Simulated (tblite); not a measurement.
# CH4Cl2O2Si: the cost of one run

Computed with tblite 0.8.0 and PySCF 2.14.0; each step states its level. No surroundings beyond the atoms listed, unless a continuum is named. Atoms count from 0, parts from 1.

### 1 Starting point

10 atoms, charge 0, multiplicity 1; geometry: distance geometry start.

### 2 Relaxing the cluster with GFN2-xTB

What the job is given:

```
{"job": {"kind": "relax", "xc": "GFN2-xTB", "basis": "xTB"}, "charge": 0, "multiplicity": 1}
C      0.723737    -0.527273     0.096490
O     -0.297463     0.115788     0.820589
Si    -0.368416     0.281825     2.558361
O      0.680562    -1.870646     0.338618
Cl     0.523589    -0.192462    -1.616304
Cl     2.253867     0.123826     0.618968
H      0.680742    -0.504027     3.170587
H     -1.631243    -0.164048     3.047444
H     -0.182916     1.629171     2.912116
H     -0.021398    -2.315304     0.844194
```

Method: GFN2-xTB geometry optimisation, gas phase.

Started as:

```sh
> OMP_NUM_THREADS=1 python cluster_run.py task.json out
```

This one command runs all jobs of the session in turn.

**Question.** How long does this first job take on 1 thread of Arm Neoverse V1, shared host?

About 2.1 s.
